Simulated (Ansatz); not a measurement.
# EuTe2: the cost of one run

Program: Ansatz 0.2.0. Level of theory: DFT PBE, scalar-relativistic, plane waves, PAW. These are calculated values, not measurements.

1 further run of the same task is left out (it didn't finish). Runs told in other sessions of the task aren't counted.

## Step 1: The starting structure

The structure is tetragonal, space group I4/mcm (No. 140). Conventional cell: a = 6.955 Å, b = 6.955 Å, c = 8.149 Å, α = 90.00°, β = 90.00°, γ = 90.00°. Eu (site symmetry 422) has 8 Te at 3.35 Å in its first shell of neighbours. Te (site symmetry m2m) is surrounded by 1 Te at 2.88 Å and 4 Eu at 3.35 Å.

Coordinates:

```xyz
6
Lattice="-3.4773 3.4773 4.0745 3.4773 -3.4773 4.0745 3.4773 3.4773 -4.0745" Properties=species:S:1:pos:R:3 pbc="T T T"
Eu    0.0000    0.0000    6.1118
Eu    0.0000    0.0000    2.0373
Te    1.0181    2.4592    0.0000
Te    2.4592    1.0181    4.0745
Te    4.4954    1.0181    0.0000
Te   -1.0181    2.4592    4.0745
```

An earlier run at PBE left this cell at 32.846 Å³/atom and 0.00 GPa (8×8×8 mesh).

## Step 2: Antiferromagnetic, in the cell as typed

Input file input.yaml:

```yaml
crystal:
  lattice:
    - [-3.4773332554, 3.4773332554, 4.0745119828]
    - [3.4773332554, -3.4773332554, 4.0745119828]
    - [3.4773332554, 3.4773332554, -4.0745119828]
  atoms:
    - { symbol: Eu, position: [0.75, 0.75, 0.0], spin: 6.0 }
    - { symbol: Eu, position: [0.25, 0.25, 0.0], spin: -6.0 }
    - { symbol: Te, position: [0.3536108982, 0.1463891018, 0.5] }
    - { symbol: Te, position: [0.6463891018, 0.8536108982, 0.5] }
    - { symbol: Te, position: [0.1463891018, 0.6463891018, 0.7927782036] }
    - { symbol: Te, position: [0.8536108982, 0.3536108982, 0.2072217964] }
basis:
  ecutwfc: 420
  ecutrho_ratio: 4
kpoints:
  mp_grid: { grid: [8, 8, 8] }
hamiltonian:
  xc: pbe
scf:
  occupations: { method: gaussian, width: 0.05 }
  lower_state_search: "off"
output:
  forces: true
  stress: true
  eigenvalues: true
  populations: true
magnetization:
  spin_polarized: true
```

Run with:

```sh
$ ansatz run input.yaml --threads 4 --pin off --max-ram 10240MiB --backend cpu --events-out ev --progress --plain --runs-dir out
```

**Question.** How long does this run take on 4 threads of Arm Neoverse V1, shared host, and how much memory does it need?

About 85 s, with a peak of 1.3 GiB.
